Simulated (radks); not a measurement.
# Spin polarisation of the 5p shell in Sn

The task here is to estimate one member of a computed series from the others.

Program: radks (a radial shooting solver on a logarithmic mesh, Libxc functionals) version 1. Level of theory: non-relativistic Kohn-Sham, PBE, spin-polarised, spherical densities, point nucleus. These are calculated values, not measurements, unless marked.

## Starting point

| Item | Value |
| --- | --- |
| element | tin (Z = 50) |
| charge | 0 |
| electrons | 50 |
| configuration | [Kr] 4d10 5s2 5p(up 1, down 1) |

A shell typed twice in an input gives spin up, then spin down.

The first run:

Settings of this run:

```text
Z 50
configuration [Kr] 4d10 5s2 5p1 5p1
relativity non-relativistic
functional pbe,pbe
spin polarised
nucleus point
```

Among the steps run: No moment.

One table of the session follows, with a row left open; its other results are not shown here.

It belongs to the step «No moment». From the orbitals of this run (lengths in bohr):

```
level     <r>  outermost maximum (interpolated)  90 % within  nodes
   3s  0.3526                             0.320        0.517      2
   3p  0.3436                             0.307        0.515      1
   3d       ?                                 ?            ?      ?
   4s  0.8490                             0.772         1.23      3
   4p  0.8990                             0.800         1.32      2
   4d   1.089                             0.882         1.69      1
   5s   2.498                              2.10         3.71      4
   5p   3.264                              2.59         5.03      3
```

**Question.** Estimate the row for 3d.

**Answer.** <r>: 0.3147; outermost maximum (interpolated): 0.252; 90 % within: 0.495; nodes: 0. In the column «<r>» it is the lowest.
